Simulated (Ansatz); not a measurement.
# GeWCl3: one candidate of a structure search

Aim: relax a trial structure of GeWCl3 and see where it ends.

Method: DFT PBE, scalar-relativistic, plane waves, PAW, in Ansatz 0.2.0.

1 further run of the same task is left out (set aside as unsound or not needed).

## (1) The system as given

The structure is cubic, space group Pm-3m (No. 221). The conventional cell has a = 4.917 Å, b = 4.917 Å, c = 4.917 Å, α = 90.00°, β = 90.00°, γ = 90.00°. Ge (site symmetry m-3m) is surrounded by 6 Cl at 2.46 Å. W (site symmetry m-3m) has 12 Cl at 3.48 Å in its first shell of neighbours. Cl (site symmetry 4/mmm) has 2 Ge at 2.46 Å and 4 W at 3.48 Å in its first shell of neighbours.

As a file:

```xyz
5
Lattice="4.9167 0.0000 0.0000 0.0000 4.9167 0.0000 0.0000 0.0000 4.9167" Properties=species:S:1:pos:R:3 pbc="T T T"
Ge    2.4584    2.4584    2.4584
W     0.0000    0.0000    0.0000
Cl    0.0000    2.4584    2.4584
Cl    2.4584    0.0000    2.4584
Cl    2.4584    2.4584    0.0000
```

The cell is invented: random cell by space group and Wyckoff sites (Pm-3m, No. 221). The dimensions are guesses.

## (2) A first look at the guess

File input.yaml:

```yaml
crystal:
  lattice:
    - [4.91674525, 0.0, 0.0]
    - [0.0, 4.91674525, 0.0]
    - [0.0, 0.0, 4.91674525]
  atoms:
    - { symbol: Ge, position: [0.5, 0.5, 0.5] }
    - { symbol: W, position: [0.0, 0.0, 0.0] }
    - { symbol: Cl, position: [0.0, 0.5, 0.5] }
    - { symbol: Cl, position: [0.5, 0.0, 0.5] }
    - { symbol: Cl, position: [0.5, 0.5, 0.0] }
basis:
  ecutwfc: 420
kpoints:
  mp_grid: { grid: [4, 4, 4] }
hamiltonian:
  xc: pbe
scf:
  occupations: { method: gaussian, width: 0.1 }
  lower_state_search: "off"
output:
  forces: true
  stress: true
  eigenvalues: true
```

Launch:

```bash
$ ansatz run input.yaml --threads 1 --pin off --max-ram 2560MiB --backend cpu --events-out ev --progress --plain --runs-dir out
```

Standard output, cut to the lines that bear on the results:

```text
Warning: RAYON_NUM_THREADS=1 ignored (pool sized by the plan → 1); use --threads N
[...]
Pseudopotentials: kind: paw
Pseudopotential: Ge, paw, valence charge 14, recommended cutoff 420 eV (normal), Ge.paw.azcp
Pseudopotential: W, paw, valence charge 14, recommended cutoff 420 eV (normal), W.paw.azcp
Pseudopotential: Cl, paw, valence charge 7, recommended cutoff 420 eV (normal), Cl.paw.azcp
Functional definition: PBE
[...]
Crystal: 5 atoms, lattice volume = 118.859 Å³
Basis set: ecut = 420 eV, 2325 PW (Γ), exchange–correlation on 72×72×72 points (8 copies of the dense FFT grid, shifted against one another)
Bands: 30, of which v1, the nominal top of the filled ones, is band 25 counted from 1 (24 counted from 0)
Symmetry: 48 space group operations
Space group: Pm-3m (ITA 221), of the structure as read, at distance tolerance 4.9e-5 Å
k-points: 10 of 64
[...]
SCF iter   1: F=—  HF=-17911.562414 eV  |F-HF|=—  |Δ(HF+E_count)|=         —  Δρ=1.11e-2  dr2=1.99e-1  ethr=1.77e-3  ⟨swp⟩=6.1  Hψ=1337  notcnv=0
[...]
SCF iter   8: F=-17911.537299 eV  HF=-17911.537299 eV  |F-HF|=3.47e-9  |Δ(HF+E_count)|=   6.04e-7  Δρ=3.79e-6  dr2=1.16e-8  ethr=2.04e-10  ⟨swp⟩=6.0  Hψ=1192  notcnv=0
[...]
SCF converged after 8 iterations
Free energy (F): -17911.537299 eV
[...]
E sigma→0 (E₀):  -17911.483111 eV
Entropy (-TS):   -0.108376 eV (-21.675 meV/atom)
Fermi energy:    7.465510 eV
[...]
--- Forces (eV/Å), atoms counted from 1 ---
  atom   1  Ge     0.00000000    -0.00000000     0.00000000
  atom   2  W     -0.00000000    -0.00000000    -0.00000000
  atom   3  Cl     0.00000000     0.00000000    -0.00000000
  atom   4  Cl     0.00000000    -0.00000000    -0.00000000
  atom   5  Cl     0.00000000     0.00000000     0.00000000
[...]
--- Stress (GPa, compression-positive) ---
        2.538907       0.000000      -0.000000
        0.000000       2.538907       0.000000
        0.000000       0.000000       2.538907
  P = ⅓ Tr σ = 2.5389 GPa (25.389 kbar)
--- Band table (eV; the first three rows and the last of 10) ---
[...]
```

It took 3.4 s on 1 thread of Intel Xeon Platinum 8259CL at 2.50GHz (Skylake/Cascade Lake), shared host; peak memory 0.44 GiB.

Read-out: pressure 2.5 GPa, largest force 0.00 eV/Å, gap on this mesh none (metal). A guess like this is first relaxed loosely on the coarse mesh.

## (3) Coarse relaxation

Changes to input.yaml since step 2:

```diff
@@ -24 +24,9 @@
   eigenvalues: true
+  populations: true
+magnetization:
+  spin_polarized: true
+relax:
+  adjacent_minimum: "off"
+  f_tol: 0.04
+  max_steps: 70
+  cell: { stress_tol: 0.4 }
```

Launch:

```bash
$ ansatz run input.yaml --threads 1 --pin off --max-ram 2560MiB --backend cpu --events-out ev --progress --plain --runs-dir out
```

Standard output:

```text
Warning: RAYON_NUM_THREADS=1 ignored (pool sized by the plan → 1); use --threads N
band count auto-derived: 32 (N_el = 49.0; filled up to band 25; 30 by the electrons, moments and atoms)
Engine: ansatz 0.2.0, x86_64-unknown-linux-gnu
Pseudopotentials: kind: paw
Pseudopotential: Ge, paw, valence charge 14, recommended cutoff 420 eV (normal), Ge.paw.azcp
Pseudopotential: W, paw, valence charge 14, recommended cutoff 420 eV (normal), W.paw.azcp
Pseudopotential: Cl, paw, valence charge 7, recommended cutoff 420 eV (normal), Cl.paw.azcp
Functional definition: PBE
  parameter kappa = 0.804
  parameter beta = 0.06672455060314922
  exchange = pbe_x(kappa = kappa, mu = beta*pi^2/3)
  correlation = pbe_c(beta = beta)
Crystal: 5 atoms, lattice volume = 118.859 Å³
Basis set: ecut = 420 eV, 2325 PW (Γ), exchange–correlation on 72×72×72 points (8 copies of the dense FFT grid, shifted against one another)
Bands: 32, of which v1, the nominal top of the filled ones, is band 25 counted from 1 (24 counted from 0)
Symmetry: 48 space group operations
Space group: Pm-3m (ITA 221), of the structure as read, at distance tolerance 4.9e-5 Å
k-points: 10 of 64
Non-local potential: Ge, projectors of the file, l = 0: 2, l = 1: 2, l = 2: 3, l = 3: 1
Non-local potential: W, projectors of the file, l = 0: 3, l = 1: 2, l = 2: 2, l = 3: 1
Non-local potential: Cl, projectors of the file, l = 0: 2, l = 1: 2, l = 2: 2
PAW form: soft (Blöchl's): semilocal exchange-correlation on the pseudo side does not see the compensation charge
PAW one-centre angular grid: Ge, 590 points (default); XC on 64 Gauss nodes
PAW one-centre angular grid: W, 590 points (default); XC on 64 Gauss nodes
PAW one-centre angular grid: Cl, 110 points (default); XC on 64 Gauss nodes
Initial density: superposition of atomic densities (chi_scale 0.1, normalization cell, long waves kept (reshape's long-wave potential 0.00 eV rms))
Initial wavefunctions: pseudopotential atomic-orbital guess
Functional: x = pbe(κ = 0.804, μ = 0.2195149727645171), c = pbe(β = 0.06672455060314922)
SCF iter   1: F=—  HF=-17912.260239 eV  |F-HF|=—  |Δ(HF+E_count)|=         —  Δρ=2.10e-2 (↑2.10e-2 ↓2.10e-2)  dr2=3.11e0  dr2_m=0.00e0  M=0.000 μB ∫|m|=0.000 μB  β_m=0.30  ethr=3.10e-3  ⟨swp⟩=5.7  Hψ=1423  notcnv=0
preconditioner: auto → Kerker (q_TF=auto, 2.354 Å⁻¹)  [metal: Δε(μ)=0.021 eV  Ē_g=8.214 eV  σ=0.100 eV  W_gap=0.12  n_scr=26 (ndim 8)  ℏωp=19.0 eV  f_vac=0.000  D(μ)=22.78/eV (n_scr^D=436)]
spin=Collinear: Kerker preconditioning applied to the charge; magnetization (m = ρ↑ − ρ↓) channel mixes plain (no charge-response kernel on spin).
SCF iter   2: F=—  HF=-17909.904564 eV  |F-HF|=—  |Δ(HF+E_count)|=    2.36e0  Δρ=7.64e-2 (↑7.64e-2 ↓5.63e-2)  dr2=2.17e0  dr2_m=4.63e0  M=6.156 μB ∫|m|=6.174 μB  ethr=3.10e-3  ⟨swp⟩=2.0  Hψ=448  notcnv=0  defer=7
Mixer restart at iter 2: flushing history
SCF iter   3: F=—  HF=-17914.433695 eV  |F-HF|=—  |Δ(HF+E_count)|=         —  Δρ=2.03e-2 (↑2.03e-2 ↓1.54e-2)  dr2=2.00e0  dr2_m=7.03e-2  M=5.312 μB ∫|m|=5.322 μB  β_m=0.30  ethr=3.10e-3  ⟨swp⟩=3.7  Hψ=1433  notcnv=0  defer=22
preconditioner: auto → Resta (q_TF=auto, 2.354 Å⁻¹)  ε∞=5.3  [insulator: Δε(μ)=0.285 eV  Ē_g=9.109 eV  σ=0.100 eV  W_gap=0.67  n_scr=26 (ndim 8)  ℏωp=19.0 eV  f_vac=0.000  D(μ)=1.66/eV (n_scr^D=6)  ε∞_Penn≈5.3]
spin=Collinear: Resta preconditioning applied to the charge; magnetization (m = ρ↑ − ρ↓) channel mixes plain (no charge-response kernel on spin).
SCF iter   4: F=—  HF=-17914.067911 eV  |F-HF|=—  |Δ(HF+E_count)|=   3.66e-1  Δρ=1.19e-2 (↑9.07e-3 ↓1.19e-2)  dr2=5.35e-1  dr2_m=3.79e-2  M=5.221 μB ∫|m|=5.228 μB  β_m=0.45  ethr=3.10e-3  ⟨swp⟩=2.1  Hψ=930  notcnv=0  defer=25
SCF iter   5: F=—  HF=-17913.965710 eV  |F-HF|=—  |Δ(HF+E_count)|=   1.02e-1  Δρ=6.85e-3 (↑6.85e-3 ↓6.12e-3)  dr2=1.50e-1  dr2_m=3.23e-2  M=5.046 μB ∫|m|=5.048 μB  β_m=0.73  ethr=1.09e-3  ⟨swp⟩=2.5  Hψ=972  notcnv=0  defer=29
SCF iter   6: F=—  HF=-17914.029724 eV  |F-HF|=—  |Δ(HF+E_count)|=   6.40e-2  Δρ=9.56e-3 (↑9.56e-3 ↓2.73e-3)  dr2=3.69e-1  dr2_m=2.42e-2  M=5.302 μB ∫|m|=5.302 μB  β_m=0.55  ethr=3.07e-4  ⟨swp⟩=2.8  Hψ=1233  notcnv=0  defer=29
SCF iter   7: F=—  HF=-17913.995721 eV  |F-HF|=—  |Δ(HF+E_count)|=   3.40e-2  Δρ=6.99e-3 (↑6.99e-3 ↓2.17e-3)  dr2=2.07e-1  dr2_m=1.29e-2  M=5.261 μB ∫|m|=5.264 μB  β_m=0.77  ethr=3.07e-4  ⟨swp⟩=1.0  Hψ=692  notcnv=0  defer=29
SCF iter   8: F=—  HF=-17913.969054 eV  |F-HF|=—  |Δ(HF+E_count)|=   2.67e-2  Δρ=3.71e-3 (↑3.71e-3 ↓1.23e-3)  dr2=6.71e-2  dr2_m=3.56e-3  M=5.215 μB ∫|m|=5.226 μB  β_m=0.89  ethr=3.07e-4  ⟨swp⟩=1.1  Hψ=611  notcnv=0  defer=29
SCF iter   9: F=—  HF=-17913.958969 eV  |F-HF|=—  |Δ(HF+E_count)|=   1.01e-2  Δρ=5.07e-4 (↑5.07e-4 ↓3.64e-4)  dr2=1.89e-3  dr2_m=6.09e-5  M=5.107 μB ∫|m|=5.136 μB  β_m=0.81  ethr=1.37e-4  ⟨swp⟩=1.4  Hψ=712  notcnv=0  defer=29
SCF iter  10: F=—  HF=-17913.958844 eV  |F-HF|=—  |Δ(HF+E_count)|=   1.25e-4  Δρ=1.29e-4 (↑1.29e-4 ↓1.11e-4)  dr2=1.04e-4  dr2_m=4.68e-6  M=5.120 μB ∫|m|=5.147 μB  β_m=0.90  ethr=3.86e-6  ⟨swp⟩=1.6  Hψ=724  notcnv=0  defer=29
SCF iter  11: F=—  HF=-17913.958840 eV  |F-HF|=—  |Δ(HF+E_count)|=   4.09e-6  Δρ=1.77e-5 (↑1.77e-5 ↓1.71e-5)  dr2=1.61e-6  dr2_m=7.38e-8  M=5.123 μB ∫|m|=5.150 μB  β_m=0.88  ethr=2.12e-7  ⟨swp⟩=1.1  Hψ=612  notcnv=0  defer=29
SCF iter  12: F=—  HF=-17913.958886 eV  |F-HF|=—  |Δ(HF+E_count)|=   4.65e-5  Δρ=8.55e-6 (↑8.55e-6 ↓5.86e-6)  dr2=3.09e-7  dr2_m=1.91e-8  M=5.123 μB ∫|m|=5.151 μB  β_m=0.94  ethr=3.29e-9  ⟨swp⟩=2.0  Hψ=1028  notcnv=0  defer=30
iter 13 did not close the SCF: its close was put off until two iterations running show no level that it waits for move by more than its bar (scf_convergence_deferred on its scf_iter line)
SCF iter  13: F=-17913.958886 eV  HF=-17913.958886 eV  |F-HF|=2.30e-9  |Δ(HF+E_count)|=   1.78e-8  Δρ=1.27e-6 (↑1.27e-6 ↓8.14e-7)  dr2=9.10e-9  dr2_m=2.21e-10  M=5.123 μB ∫|m|=5.151 μB  β_m=0.96  ethr=2.04e-10  ⟨swp⟩=7.6  Hψ=2658  notcnv=0
iter 14 did not close the SCF: its close was put off until two iterations running show no level that it waits for move by more than its bar (scf_convergence_deferred on its scf_iter line)
SCF iter  14: F=-17913.958886 eV  HF=-17913.958886 eV  |F-HF|=3.63e-9  |Δ(HF+E_count)|=   3.73e-9  Δρ=9.39e-7 (↑9.39e-7 ↓3.79e-7)  dr2=4.61e-9  dr2_m=1.97e-10  M=5.123 μB ∫|m|=5.151 μB  β_m=0.98  ethr=1.86e-11  ⟨swp⟩=1.8  Hψ=1615  notcnv=0
SCF iter  15: F=-17913.958886 eV  HF=-17913.958886 eV  |F-HF|=9.09e-11  |Δ(HF+E_count)|=  5.82e-11  Δρ=1.34e-7 (↑1.34e-7 ↓9.49e-8)  dr2=1.20e-10  dr2_m=3.39e-12  M=5.123 μB ∫|m|=5.151 μB  ethr=9.40e-12  ⟨swp⟩=1.4  Hψ=1376  notcnv=0
SCF 1 converged in 15 iterations: F = -17913.958886 eV  dr2 = 1.20e-10
relax step   1: F+E_penalty+E_count = -17913.95888608 eV  Δ(F+E_penalty+E_count) = +0.000e0 eV  max|allowed force component| = 3.553e-29 eV/Å  Δτ_max = 0.0000 Å  P = +5.121 GPa  Ω = 118.859 Å³  (15 SCF iters, dr2 threshold 1.00e-7 eV, accepted)
[... 18 lines left out ...]
relax step   2: F+E_penalty+E_count = -17914.16674114 eV  Δ(F+E_penalty+E_count) = -2.079e-1 eV  max|allowed force component| = 4.115e-30 eV/Å  Δτ_max = 0.0000 Å  P = +1.928 GPa  Ω = 128.635 Å³  energy of the carried Pulay correction = -1.014e-3 eV  (10 SCF iters, dr2 threshold 5.00e-7 eV, accepted)
[... 14 lines left out ...]
relax step   3: F+E_penalty+E_count = -17914.21164975 eV  Δ(F+E_penalty+E_count) = -4.491e-2 eV  max|allowed force component| = 3.240e-29 eV/Å  Δτ_max = 0.0000 Å  P = +0.307 GPa  Ω = 135.352 Å³  energy of the carried Pulay correction = -1.666e-3 eV  (8 SCF iters, dr2 threshold 5.00e-7 eV, accepted)
[... 12 lines left out ...]
relax step   4: F+E_penalty+E_count = -17914.21351092 eV  Δ(F+E_penalty+E_count) = -1.861e-3 eV  max|allowed force component| = 1.972e-29 eV/Å  Δτ_max = 0.0000 Å  P = +0.316 GPa  Ω = 135.352 Å³  stress off target by 3.16e-1 GPa  SCF on the basis re-selected at this cell (its energy is not comparable with the rows above)  (7 SCF iters)
basis re-selected at this cell: Δ(F+E_penalty+E_count) = -1.861e-3 eV, ΔP = +0.009 GPa vs the last step (what re-selecting the basis moved, of the pressure what is left beyond the Pulay correction that the steps carried, after the strain that the cell walked since its last selection, with what the two solves' SCF thresholds leave and, on support functions, any second-order correction that the steps lacked; it is no measure of the basis error at this ecutwfc). This SCF's stress stands 3.16e-1 GPa from its target on what of the cell is left free (relax.cell.stress_tol is 4.00e-1 GPa) and its largest allowed force component is 1.97e-29 eV/Å (relax.f_tol is 4.00e-2 eV/Å): within both
SCF converged after 7 iterations
Magnetization: 5.0391 μB (27.0196 up, 21.9804 down)
Absolute magnetization: 5.0492 μB (∫|ρ↑−ρ↓|, with the PAW one-centre terms)
Spin contamination: 0.0449 ħ² per cell (⟨S²⟩ above its minimum at these occupations)
Per-site moments (μB) at R_I (Å): [(-0.003589313994801896, 1.058965608224261), (4.257965595251808, 1.4976035252374233), (0.022441935182985425, 1.058965608224261), (0.022441935182985553, 1.058965608224261), (0.022441935182985567, 1.058965608224261)]
Free energy (F): -17914.213511 eV
Harris-Foulkes:  -17914.213511 eV  (|F-HF|=9.90e-10)
Internal energy: -17914.178848 eV  (E = F + TS)
E sigma→0 (E₀):  -17914.196179 eV
Entropy (-TS):   -0.034663 eV (-6.933 meV/atom)
Fermi energy:    5.398526 eV
--- Per-component energies (eV) ---
  E_band       = -529.780046
  E_kinetic    = 1037.410577
  E_local      = -4725.405132  (includes V_loc(G=0)·N_el)
  E_nonlocal   = 505.638767
  E_hartree    = 1865.481323
  E_xc         = -657.625235
  E_vxc        = -660.954091  (∫ρ·V_xc dr)
  E_paw        = -12554.786347  (= ΣΔE_a)
  E_vpaw       = -417.434526  (= ΣTr[D̂ρ^β])
  E_aug_tail   = 0.000483  (compensation charges beyond the density's cutoff)
  E_ewald      = -3384.893283
  E_smearing   = -0.034663  (= −TS)
  E_closure    = 0.000000  (closes the sum)
  Σ components = -17914.213511   (vs F -17914.213511, Δ=0.00e0)
--- Forces (eV/Å), atoms counted from 1 ---
  atom   1  Ge     0.00000000     0.00000000     0.00000000
  atom   2  W     -0.00000000     0.00000000     0.00000000
  atom   3  Cl     0.00000000    -0.00000000     0.00000000
  atom   4  Cl     0.00000000     0.00000000    -0.00000000
  atom   5  Cl    -0.00000000    -0.00000000     0.00000000
  max |Σ_I F_I| component: 4.68e-29 eV/Å
--- Stress (GPa, compression-positive) ---
        0.315847      -0.000000       0.000000
       -0.000000       0.315847       0.000000
        0.000000       0.000000       0.315847
  P = ⅓ Tr σ = 0.3158 GPa (3.158 kbar)
--- Band table (eV; the first three rows and the last of 20) ---
  k-point 0 ↑: bands = ["-68.6489", "-33.1870", "-33.1870", "-33.1870", "-19.5809", "-19.5809", "-19.5609", "-19.5609", "-19.5609", "-10.6638", "-9.6140", "-9.6140", "-0.8235", "-0.3941", "-0.3941", "-0.3941", "2.4655", "2.4655", "2.4655", "2.4874", "2.4874", "2.4874", "3.7123", "4.7040", "4.7040", "4.9351", "4.9351", "4.9351", "11.7058", "11.7058", "11.7058", "11.9021"]
[... 3 lines left out ...]
--- Relaxed structure (3 steps of the walk, 3 accepted, 1 SCFs on fresh bases) ---
  F+E_penalty+E_count = -17914.21351092 eV   max|allowed force component| = 1.972e-29 eV/Å   (the final SCF, on the basis selected at the relaxed cell)
  cell:  # Å, volume = 135.3517 Å³
    - [5.134378706541872, -1.4043239177823592e-33, 5.135813185032629e-34]
    - [-1.4043239177823592e-33, 5.134378706541872, 0.0]
    - [7.703719777548943e-34, 0.0, 5.134378706541872]
  atoms:
    - { symbol: Ge, position: [0.49999999999999994, 0.49999999999999994, 0.49999999999999994] }
    - { symbol: W, position: [-1.3056943474073185e-36, 4.4883243195852415e-37, 9.792707606457404e-37] }
    - { symbol: Cl, position: [5.2227773902289655e-36, 0.49999999999999994, 0.49999999999999994] }
    - { symbol: Cl, position: [0.49999999999999994, -2.611388695129958e-36, 0.49999999999999994] }
    - { symbol: Cl, position: [0.49999999999999994, 0.49999999999999994, 3.6722653522952993e-37] }
--- Löwdin populations: 5 sites ---
  site symbol       q [e]    m [muB]
     0     Ge     13.4927    -0.0036
     1      W     13.3833     4.9695
     2     Cl      7.3163     0.0135
     3     Cl      7.3163     0.0135
     4     Cl      7.3163     0.0135
  spilling = 0.003572 (of n_electrons = 49.000000)
```

Run time: 27 s. Hardware: 1 thread of Intel Xeon Platinum 8259CL at 2.50GHz (Skylake/Cascade Lake), shared host; peak memory 0.5 GiB.

Step by step:

```
step  E - E(step 1) (eV/cell)  largest force component (eV/Å)  pressure (GPa)  volume (Å³)
   1                   0.0000                          0.0000            5.12       118.86
   2                  -0.2079                          0.0000            1.93       128.63
   3                  -0.2528                          0.0000            0.31       135.35
   4                  -0.2546                          0.0000            0.32       135.35
```

Step 1 is the start. Step 4 repeats the geometry before it on a plane-wave basis chosen anew for that cell, so its energy need not be comparable with the rows above.

|  | before | after | change |
| --- | --- | --- | --- |
| a (Å) | 4.917 | 5.134 | +4.4 % |
| b (Å) | 4.917 | 5.134 | +4.4 % |
| c (Å) | 4.917 | 5.134 | +4.4 % |
| volume (Å³/atom) | 23.77 | 27.07 | +13.9 % |
| shortest distance (Å) | 2.458 | 2.567 | +4.4 % |
| space group (0.01 Å) | Pm-3m | Pm-3m | same |

Forces and stress were held to the start's 48 operations: a distortion of lower symmetry was not tested.

By site:

| atom | moment in the atom's sphere (μB) | Löwdin electrons |
| --- | --- | --- |
| Ge1 | 0.00 | 13.49 |
| W2 | 4.26 | 13.38 |
| Cl3 | 0.02 | 7.32 |
| Cl4 | 0.02 | 7.32 |
| Cl5 | 0.02 | 7.32 |

The Löwdin counts miss 0.17 of the 49 electrons, which the atomic orbitals do not span, so they are no charges.

(Part 1 of 2 ends here.)
